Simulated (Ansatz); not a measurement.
# U-r2SCAN0/cc-pVDZ run of GeNH3Cl (SMILES [NH2][GeH][Cl])

What is the energy change on altering one bond length of GeNH3Cl at U-r2SCAN0/cc-pVDZ? 

The calculation is run with Ansatz 0.2.0.

72 further runs of the same task are left out: 72 set aside as unsound or not needed.

### 1 The structure to begin with

GeNH3Cl: 6 atoms, total charge 0, spin state doublet. SMILES: `[NH2][GeH][Cl]`. Geometry: relaxed at PBE0-D4/def2-TZVP. This is one conformer, not always the lowest.

Bond lengths: N1–Ge2 1.836 Å, Ge2–Cl3 2.169 Å, N1–H4 1.011 Å, N1–H5 1.011 Å, Ge2–H6 1.560 Å. Angles: N1–Ge2–Cl3 104.1°, N1–Ge2–H6 106.5°, Cl3–Ge2–H6 107.8°, Ge2–N1–H4 115.7°, Ge2–N1–H5 115.6°, H4–N1–H5 109.9°.

### 2 The energy at U-r2SCAN0/cc-pVDZ

job.yaml reads:

```yaml
basis:
  gaussian:
    orbitals: cc-pVDZ
crystal:
  periodic: [false, false, false]
  atoms:
    - symbol: "N"
      position_ang: [-0.446300, 0.317900, -0.788300]
    - symbol: Ge
      position_ang: [0.075400, -0.151000, 0.908100]
    - symbol: Cl
      position_ang: [1.243000, -1.956900, 0.623300]
    - symbol: H
      position_ang: [-0.984500, 1.171200, -0.861400]
    - symbol: H
      position_ang: [-0.888700, -0.414300, -1.327200]
    - symbol: H
      position_ang: [1.043200, 0.969100, 1.399300]
magnetization:
  spin_polarized: true
  initial_magnetization: 1
hamiltonian:
  xc: {name: r2SCAN0}
accuracy: high
output:
  orbitals: {seedname: orbitals}
```

The run is started by

```sh
$ ansatz run job.yaml --threads 1 --pin off --max-ram 3480MiB --events-out events.jsonl --progress --plain --runs-dir runs
```

Standard output:

```text
Warning: RAYON_NUM_THREADS=1 ignored (pool sized by the plan → 1); use --threads N
Functional definition: r2SCAN0
  name "r2SCAN0"
  parameter a = 0.25
  parameter k0 = 0.174
  parameter k1 = 0.065
  parameter a1 = 4.9479
  exchange = (1 - a)*r2scan_x(k0 = k0, k1 = k1, a1 = a1) + a*exact_x
  correlation = r2scan_c
1672 factors; integrals over basis functions are off by at most 4.7e-9 eV
mean field evaluation 1: about -70572.1112 eV, gradient 3.3e1 eV
mean field evaluation 2: about -70560.6513 eV, gradient 5.6e1 eV
mean field evaluation 4: about -70576.7383 eV, gradient 1.9e0 eV
mean field evaluation 8: about -70576.8704 eV, gradient 1.9e-1 eV
mean field evaluation 16: about -70576.8708 eV, gradient 1.3e-3 eV
mean field -70576.87076134 eV, -2593.6521617579 hartree, gradient 2.3e-8 eV, S^2 0.756283; 0 other end points of the search recorded, 0 dependent functions left out
reference -70576.87076281 eV, -2593.6521618122 hartree; 30, 29 occupied and 44, 45 virtual orbitals, 1672 factors
Total energy: -70576.87076281 eV, -2593.6521618122 hartree
```

Wall time 32 s (1 thread of Arm Neoverse V1, shared host); peak memory 0.48 GiB.

### 3 The distorted shape, same level

molecule.yaml reads:

```yaml
crystal:
  periodic: [false, false, false]
  atoms:
    - {symbol: "N", position_ang: [-0.313572, 0.537573, -0.626620]}
    - {symbol: Ge, position_ang: [0.208128, 0.068673, 1.069780]}
    - {symbol: Cl, position_ang: [1.375728, -1.737227, 0.784980]}
    - {symbol: H, position_ang: [-0.851772, 1.390873, -0.699720]}
    - {symbol: H, position_ang: [-0.888700, -0.414300, -1.327200]}
    - {symbol: H, position_ang: [1.175928, 1.188773, 1.560980]}
basis:
  gaussian: {orbitals: cc-pVDZ}
magnetization: {spin_polarized: true, initial_magnetization: 1}
hamiltonian: {xc: {name: r2SCAN0}}
accuracy: high
output: {orbitals: {seedname: orbitals}}
```

The run is started by

```sh
$ ansatz run molecule.yaml --threads 1 --pin off --max-ram 3480MiB --events-out events.jsonl --progress --plain --runs-dir runs
```

Standard output (excerpt; [...] marks lines left out):

```text
Warning: RAYON_NUM_THREADS=1 ignored (pool sized by the plan → 1); use --threads N
[... 8 set-up lines as earlier in the session ...]
1677 factors; integrals over basis functions are off by at most 4.4e-9 eV
mean field evaluation 1: about -70571.1669 eV, gradient 3.2e1 eV
mean field evaluation 2: about -70558.9047 eV, gradient 5.6e1 eV
mean field evaluation 4: about -70575.5770 eV, gradient 2.0e0 eV
mean field evaluation 8: about -70575.6966 eV, gradient 1.9e-1 eV
mean field evaluation 16: about -70575.6970 eV, gradient 8.4e-4 eV
mean field evaluation 32: about -70575.6970 eV, gradient 2.0e-8 eV
mean field -70575.69697922 eV, -2593.6090260608 hartree, gradient 2.0e-8 eV, S^2 0.757252; 0 other end points of the search recorded, 0 dependent functions left out
reference -70575.69698073 eV, -2593.6090261163 hartree; 30, 29 occupied and 44, 45 virtual orbitals, 1677 factors
Total energy: -70575.69698073 eV, -2593.6090261163 hartree
```

It took 33 s on 1 thread of Arm Neoverse V1, shared host; peak memory 0.49 GiB.

### 4 Results

Level: U-r2SCAN0/cc-pVDZ.

| quantity | value |
| --- | --- |
| first shape: total energy | -2593.65216 Eh |
| first shape: HOMO energy (highest over α and β) | -6.26 eV |
| first shape: LUMO energy (lowest over α and β) | -2.58 eV |
| first shape: ⟨S²⟩ | 0.756 |
| distorted shape: total energy | -2593.60903 Eh |
| distorted shape: HOMO energy (highest over α and β) | -6.20 eV |
| distorted shape: LUMO energy (lowest over α and β) | -2.53 eV |
| distorted shape: ⟨S²⟩ | 0.757 |
| energy change with the N1–H5 bond stretched from 1.011 to 1.314 Å | 1.174 eV |

What this shows: With the N1–H5 bond stretched from 1.011 to 1.314 Å the energy rises by 1.17 eV (27 kcal/mol). The first shape isn't relaxed at this level, so the change isn't measured from a minimum.
